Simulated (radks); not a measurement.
# The series with 7 electrons, N to Cr¹⁷⁺

One table from this session's results is given with a row withheld; the runs are named, their logs left out.

Method: Dirac Kohn-Sham, BLYP, spin-unpolarised, spherical densities, point nucleus; open shells fill j = l - 1/2 first. Code: radks (a radial shooting solver on a logarithmic mesh, Libxc functionals) version 1.

## The atom as given

| Property | Result |
| --- | --- |
| electrons | 7 |
| ions | N, O⁺, F²⁺, Ne³⁺, Mg⁵⁺, Al⁶⁺, Si⁷⁺, P⁸⁺, S⁹⁺, Cl¹⁰⁺, Ar¹¹⁺, K¹²⁺, Ca¹³⁺, Sc¹⁴⁺, Ti¹⁵⁺, V¹⁶⁺, Cr¹⁷⁺ |
| configuration | [He] 2s2 2p3 |

Set-up of the first run:

Settings of this run:

```text
Z 7
configuration [He] 2s2 2p3
relativity Dirac
functional b88,lyp
spin unpolarised
j_filling energy
nucleus point
c 137.035999084
```

Steps of the session up to this table: N; O⁺; F²⁺; Ne³⁺; Mg⁵⁺; Al⁶⁺; Si⁷⁺; P⁸⁺; S⁹⁺; Cl¹⁰⁺; Ar¹¹⁺; K¹²⁺; Ca¹³⁺; Sc¹⁴⁺; Ti¹⁵⁺; V¹⁶⁺; Cr¹⁷⁺.

One table of the session follows, with a row left open; its other results are not shown here.

```
  ion  E (hartree)  ε(1s1/2) (eV)  ε(2p1/2) (eV)  ε(2p3/2) (eV)  <r>(2p3/2) (bohr)
    N    -54.51903        -385.35         -7.072         -7.052              1.487
   O⁺    -74.47839        -534.29        -24.476        -24.432              1.111
  F²⁺    -97.71574        -711.07        -49.085        -48.997             0.8968
 Ne³⁺   -124.22841        -915.44        -80.699        -80.544             0.7548
 Mg⁵⁺   -187.08778        -1406.8        -164.72        -164.32             0.5757
 Al⁶⁺   -223.44262        -1693.7        -217.08        -216.48             0.5151
 Si⁷⁺   -263.08803        -2008.2        -276.34        -275.49             0.4662
  P⁸⁺            ?              ?              ?              ?                  ?
  S⁹⁺   -352.27664        -2720.1        -415.60        -413.99             0.3921
Cl¹⁰⁺   -401.83456        -3117.6        -495.61        -493.47             0.3633
Ar¹¹⁺   -454.71247        -3542.8        -582.57        -579.77             0.3384
 K¹²⁺   -510.91932        -3995.9        -676.49        -672.90             0.3167
Ca¹³⁺   -570.46468        -4476.8        -777.38        -772.85             0.2977
Sc¹⁴⁺   -633.35877        -4985.8        -885.28        -879.62             0.2808
Ti¹⁵⁺   -699.61242        -5522.8        -1000.2        -993.23             0.2658
 V¹⁶⁺   -769.23710        -6088.0        -1122.2        -1113.7             0.2522
Cr¹⁷⁺   -842.24491        -6681.5        -1251.2        -1240.9             0.2400
```

Q: Estimate the row for P⁸⁺ from the others.

**Answer.** E (hartree): -306.03036; ε(1s1/2) (eV): -2350.4; ε(2p1/2) (eV): -342.52; ε(2p3/2) (eV): -341.33; <r>(2p3/2) (bohr): 0.4259. In the column «E (hartree)» it lies between S⁹⁺ (-352.27664) and Si⁷⁺ (-263.08803).

The configuration is held, so it need not be the ground state of every ion.
